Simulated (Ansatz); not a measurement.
# GeIrSe: a short molecular-dynamics run

A trajectory of GeIrSe, a randomly packed cell with 12 atoms that was not relaxed first: 40 steps of 1 fs under a Langevin thermostat at 2000 K.

All numbers below are computed with Ansatz 0.2.0 (DFT LDA, plane waves, PAW, scalar-relativistic, no spin polarisation).

## Step 1: The system as given

The cell holds 12 atoms (Ge4Ir4Se4): a = 5.626 Å, b = 7.265 Å, c = 5.452 Å, α = 96.07°, β = 75.82°, γ = 94.23°.

Structure file:

```
CELL_PARAMETERS angstrom
5.56847 0.46160 0.65294
-1.19752 7.14414 0.54801
0.79674 -0.86085 5.32408
ATOMIC_POSITIONS crystal
Ge 0.23360 0.01635 0.68859
Ge 0.90736 0.23850 0.22676
Ge 0.43899 0.20346 0.31742
Ge 0.15902 0.94929 0.15044
Ir 0.84680 0.21425 0.75741
Ir 0.93928 0.62393 0.35822
Ir 0.68996 0.94229 0.43262
Ir 0.94270 0.59122 0.85707
Se 0.51901 0.74295 0.06208
Se 0.56642 0.44464 0.63819
Se 0.33981 0.68716 0.52278
Se 0.29546 0.42598 0.06842
```

## Step 2: Molecular dynamics

Input file input.yaml:

```yaml
crystal:
  lattice:
    - [5.568472, 0.461605, 0.652942]
    - [-1.19752, 7.144139, 0.548011]
    - [0.79674, -0.860854, 5.324082]
  atoms:
    - { symbol: Ge, position: [0.233604, 0.016346, 0.688589] }
    - { symbol: Ge, position: [0.907356, 0.238499, 0.22676] }
    - { symbol: Ge, position: [0.438987, 0.203464, 0.317417] }
    - { symbol: Ge, position: [0.159024, 0.949291, 0.150435] }
    - { symbol: Ir, position: [0.846797, 0.214248, 0.757407] }
    - { symbol: Ir, position: [0.939281, 0.623929, 0.358222] }
    - { symbol: Ir, position: [0.689963, 0.942288, 0.432619] }
    - { symbol: Ir, position: [0.942698, 0.591216, 0.857073] }
    - { symbol: Se, position: [0.519009, 0.742953, 0.062076] }
    - { symbol: Se, position: [0.566418, 0.444641, 0.638191] }
    - { symbol: Se, position: [0.339807, 0.687162, 0.522781] }
    - { symbol: Se, position: [0.295461, 0.425976, 0.068424] }
kpoints:
  mp_grid: { grid: [3, 2, 3] }
magnetization:
  spin_polarized: false
scf:
  occupations: { method: fermi_dirac, width: 0.1 }
hamiltonian:
  pseudopotentials: { kind: paw }
  xc: lda
basis:
  ecutwfc: 420
md:
  timestep: 1.0
  n_steps: 40
  ensemble: nvt_langevin
  temperature: 2000.0
  initial_velocities: maxwell_boltzmann
  seed: 670840
```

Run with:

```bash
ansatz run input.yaml --threads 2 --pin off --max-ram 2560MiB --backend cpu --events-out ev --progress --plain --runs-dir out
```

What does the calculation give? Wanted: temperature, first and last step; temperature, second half; potential energy, second half; mean square displacement, second half.

As calculated:

| quantity | value |
| --- | --- |
| length | 40 steps of 1 fs |
| temperature, first and last step | 1833 and 3000 K |
| temperature, second half | mean 2925 K, from 2636 to 3214 K |
| potential energy, second half | -113 meV/atom from the start |
| mean square displacement, second half | Ge 0.059, Se 0.050, Ir 0.029 Å² |

Against a set 2000 K the second half averages 2925 K, going from 2755 to 3000 K over that half; the potential energy of that half lies 113 meV/atom under the start, so the atoms have moved to lower-lying arrangements, and the energy set free heats the cell. Over the second half Ge atoms stand 0.2 Å (root mean square) from where they began, and the farthest move is 0.4 Å. Averages from a run of 40 fs with 12 atoms are rough.
